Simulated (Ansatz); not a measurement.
# TaNiN2: the cost of one run

Method: reference: DFT PBE, plane waves, PAW, scalar-relativistic, no spin polarisation, in Ansatz 0.2.0.

1 further run of the same task is left out (it didn't finish).

### 1 Starting point

Symmetry: R-3m, No. 166, trigonal system. Conventional cell: a = 3.081 Å, b = 3.081 Å, c = 17.133 Å, α = 90.00°, β = 90.00°, γ = 120.00°. Ta (site symmetry -3m) has 6 N at 1.96 Å as nearest neighbours. Ni (site symmetry -3m) has 2 N at 2.04 Å as nearest neighbours. Around N (site symmetry 3m) lie 3 Ta at 1.96 Å and 1 Ni at 2.04 Å.

Structure file:

```
Ta Ni N
1.0
     3.08111    0.00000    0.00000
    -1.54056    2.66832    0.00000
     0.00000   -1.77888    5.71093
Ta Ni N
1 1 2
Direct
  0.50000 0.00000 0.50000
  0.00000 0.00000 0.00000
  0.11900 0.23800 0.35700
  0.88100 0.76200 0.64300
```

### 2 Reference

File input.yaml:

```yaml
crystal:
  lattice:
    - [3.0811117, 0.0, 0.0]
    - [-1.54055635, 2.66832512, 0.0]
    - [0.0, -1.77888075, 5.71093369]
  atoms:
    - { symbol: Ta, position: [0.5, 0.0, 0.5] }
    - { symbol: Ni, position: [0.0, 0.0, 0.0] }
    - { symbol: "N", position: [0.119, 0.238, 0.357] }
    - { symbol: "N", position: [0.881, 0.762, 0.643] }
  symmetry: { tolerance: 0.0003 }
kpoints:
  mp_grid: { grid: [7, 7, 7], shift: [0, 0, 0] }
magnetization:
  spin_polarized: false
scf:
  occupations: { method: cold, width: 0.0145 }
hamiltonian:
  pseudopotentials: { kind: paw }
  xc: pbe
basis:
  ecutwfc: 420
output:
  forces: true
  stress: true
  eigenvalues: true
relax:
  max_steps: 40
  cell: {}
```

Command:

```bash
> ansatz run input.yaml --threads 1 --pin off --max-ram 2560MiB --backend cpu --events-out ev --progress --plain --runs-dir out
```

What time and memory should one allow on 1 thread of Arm Neoverse V1, shared host?

About 36 s, with a peak of 0.37 GiB.
